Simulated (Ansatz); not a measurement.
# Cl₂H₃NSi: up Jacob's ladder to CCSD(T)

An exercise on one series of results from a longer session: the logs are not shown, and one member is left open.

Program: Ansatz 0.2.0, Gaussian basis. Level of theory: functionals in def2-TZVPP, the program's frozen cores in correlated methods. These are calculated values, not measurements.

The runs, in order: LDA (SPW92), PBE-D4, revPBE-D4, BLYP-D4, r2SCAN-D4, B97M-V, PBE0-D4, B3LYP-D4, r2SCANh-D4, r2SCAN0-D4, HSE06-D4, BHLYP-D4, CAM-B3LYP-D4, LC-ωPBE, ωB97X-V, ωB97M-V, B2PLYP, PBE-QIDH; CCSD(T)/def2-SVP; CCSD(T)/def2-TZVPP; MP2/def2-QZVPP; extrapolation to the limit; RPA on PBE.

## The relaxed structure

An earlier PBE0-D4 in a triple-zeta def2 set relaxation fixed the geometry.

SMILES `N[SiH](Cl)Cl`, 7 atoms, charge 0, spin multiplicity 1.

Atoms are counted from 1 here; the program's logs count them from 0.

Bond lengths: N1–Si2 1.692 Å, N1–H5 1.007 Å, N1–H6 1.008 Å, Si2–Cl3 2.041 Å, Si2–Cl4 2.056 Å, Si2–H7 1.472 Å. Angles: Si2–N1–H5 120.6°, Si2–N1–H6 120.1°, H5–N1–H6 111.9°, N1–Si2–Cl3 107.5°, N1–Si2–Cl4 115.1°, N1–Si2–H7 110.1°, Cl3–Si2–Cl4 107.0°, Cl3–Si2–H7 110.9°, Cl4–Si2–H7 106.3°.

The first run:

Input file in.yaml:

```yaml
crystal:
  periodic: [false, false, false]
  atoms:
    - {symbol: N, position_ang: [-0.051817, 1.099648, -0.066335]}
    - {symbol: Si, position_ang: [0.221699, -0.569511, -0.034796]}
    - {symbol: Cl, position_ang: [0.681039, -1.079587, 1.887164]}
    - {symbol: Cl, position_ang: [-1.383025, -1.725727, -0.595245]}
    - {symbol: H, position_ang: [-0.591034, 1.544920, 0.658904]}
    - {symbol: H, position_ang: [-0.138224, 1.580853, -0.947548]}
    - {symbol: H, position_ang: [1.322562, -0.918597, -0.947844]}
basis:
  gaussian: {orbitals: def2-TZVPP}
hamiltonian: {xc: lda}
output: {orbitals: {seedname: orbitals}}
```

Steps of the session up to this table: LDA; PBE-D4 (GGA); revPBE-D4 (GGA); BLYP-D4 (GGA); r2SCAN-D4 (meta-GGA); B97M-V (meta-GGA); PBE0-D4 (hybrid); B3LYP-D4 (hybrid); r2SCANh-D4 (hybrid); r2SCAN0-D4 (hybrid); HSE06-D4 (hybrid); BHLYP-D4 (hybrid); CAM-B3LYP-D4 (range-separated); LC-ωPBE-D4 (range-separated; the results give it without D4); ωB97X-V (range-separated); ωB97M-V (range-separated); B2PLYP (double hybrid); PBE-QIDH (double hybrid).

One table of the session follows, with a row left open; its other results are not shown here.

It belongs to the step «Frontier levels by functional». 

| functional | HOMO (eV) | LUMO (eV) | gap (eV) |
| --- | --- | --- | --- |
| LDA (SPW92) | -6.92 | -0.63 | 6.29 |
| PBE-D4 | -6.75 | -0.37 | 6.38 |
| revPBE-D4 | -6.69 | -0.27 | 6.42 |
| BLYP-D4 | -6.61 | -0.28 | 6.32 |
| r2SCAN-D4 | -7.09 | 0.06 | 7.15 |
| B97M-V | -7.18 | -0.10 | 7.08 |
| PBE0-D4 | -8.22 | 0.50 | 8.72 |
| B3LYP-D4 | -7.95 | 0.22 | 8.17 |
| r2SCANh-D4 | ? | ? | ? |
| r2SCAN0-D4 | -8.45 | 0.81 | 9.27 |
| HSE06-D4 | -7.81 | 0.13 | 7.94 |
| BHLYP-D4 | -9.57 | 1.23 | 10.80 |
| CAM-B3LYP-D4 | -9.64 | 1.37 | 11.01 |
| LC-ωPBE | -11.09 | 2.64 | 13.72 |
| ωB97X-V | -10.69 | 2.46 | 13.14 |
| ωB97M-V | -10.56 | 2.04 | 12.60 |

Q: Estimate the row for r2SCANh-D4 from the others.

Worked estimate for «HOMO (eV)». Against the share of exact exchange, r2SCAN-D4 (0, -7.09), r2SCAN0-D4 (0.25, -8.45) give a slope of -5.44 per unit share; at 0.1 the line stands at -7.63.

The run gave: HOMO (eV): -7.63; LUMO (eV): 0.37; gap (eV): 8.01. In «HOMO (eV)» the line misses by 0.00.
